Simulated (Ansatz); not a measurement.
**Mo: pressure up to the limit of the methods**

The task here is to estimate one member of a computed series from the others.

Computed with Ansatz 0.2.0 (DFT PBE, with the methods named in each step, unless a step's input says otherwise).

### The system as given

The structure is cubic, space group Im-3m (No. 229). Conventional cell: a = 3.163 Å, b = 3.163 Å, c = 3.163 Å, α = 90.00°, β = 90.00°, γ = 90.00°. Mo (site symmetry m-3m) has 8 Mo at 2.74 Å as nearest neighbours.

As a file:

```cif
data_structure
_symmetry_space_group_name_H-M 'Im-3m'
_symmetry_Int_Tables_number 229
_cell_length_a 3.1628
_cell_length_b 3.1628
_cell_length_c 3.1628
_cell_angle_alpha 90.000
_cell_angle_beta 90.000
_cell_angle_gamma 90.000
_cell_volume 31.64
loop_
_atom_site_label
_atom_site_type_symbol
_atom_site_symmetry_multiplicity
_atom_site_Wyckoff_symbol
_atom_site_fract_x
_atom_site_fract_y
_atom_site_fract_z
_atom_site_occupancy
Mo1 Mo 2 a 0.00000 0.00000 0.00000 1
```

The file gives the conventional cell by its symmetry; the runs use the cell typed in the input.

Whether this phase is the stable one at these pressures isn't tested.

The first run:

input.yaml

```yaml
crystal:
  lattice:
    - [-1.5813925127, 1.5813925127, 1.5813925127]
    - [1.5813925127, -1.5813925127, 1.5813925127]
    - [1.5813925127, 1.5813925127, -1.5813925127]
  atoms:
    - { symbol: Mo, position: [0.0, 0.0, 0.0] }
kpoints:
  mp_grid: { grid: [17, 17, 17] }
scf:
  occupations: { method: fermi_dirac, width: 0.08 }
hamiltonian:
  xc: pbe
  pseudopotentials: { kind: paw }
output:
  forces: true
  stress: true
relax:
  f_tol: 0.005
  max_steps: 40
  cell: {}
```

On the command line:

```bash
$ ansatz run input.yaml --threads 1 --pin off --max-ram 2048MiB --backend cpu --events-out ev --progress --plain --runs-dir out
```

Among the steps run: Cell relaxed at zero pressure, PAW; Volume scaled by 1, PAW; Volume scaled by 0.95, PAW; Volume scaled by 0.85, PAW; Volume scaled by 0.75, PAW; Volume scaled by 0.65, PAW; Volume scaled by 0.55, PAW; Volume scaled by 0.55, PAW (source ansatz); Volume scaled by 0.45, PAW; Volume scaled by 0.4, PAW; Volume scaled by 0.4, PAW (cutoff 300 eV).

One table of the session follows, with a row left open; its other results are not shown here.

| method | volume over the first | volume (Å³/atom) | pressure (GPa) |
| --- | --- | --- | --- |
| PAW | 1 | 15.797 | 0.00 |
| PAW | 0.95 | 15.007 | 14.82 |
| PAW | 0.85 | 13.427 | 58.83 |
| PAW | 0.75 | 11.848 | 133.53 |
| PAW | 0.65 | 10.268 | 264.95 |
| PAW | 0.55 | 8.688 | 499.70 |
| PAW | 0.45 | ? | ? |
| PAW | 0.4 | 6.319 | 1367.26 |
| PAW (cutoff 300 eV) | 0.4 | 6.319 | 1366.58 |
| PAW (source ansatz) | 0.55 | 8.688 | 500.18 |

Q: Estimate the row for PAW, 0.45 from the others.

As computed: volume (Å³/atom): 7.109; pressure (GPa): 957.45. In the column «volume (Å³/atom)» it lies between PAW (cutoff 300 eV), 0.4 (6.319) and PAW, 0.55 (8.688).

Limits of these values: Warnings in the runs' records: cutoff below recommended.
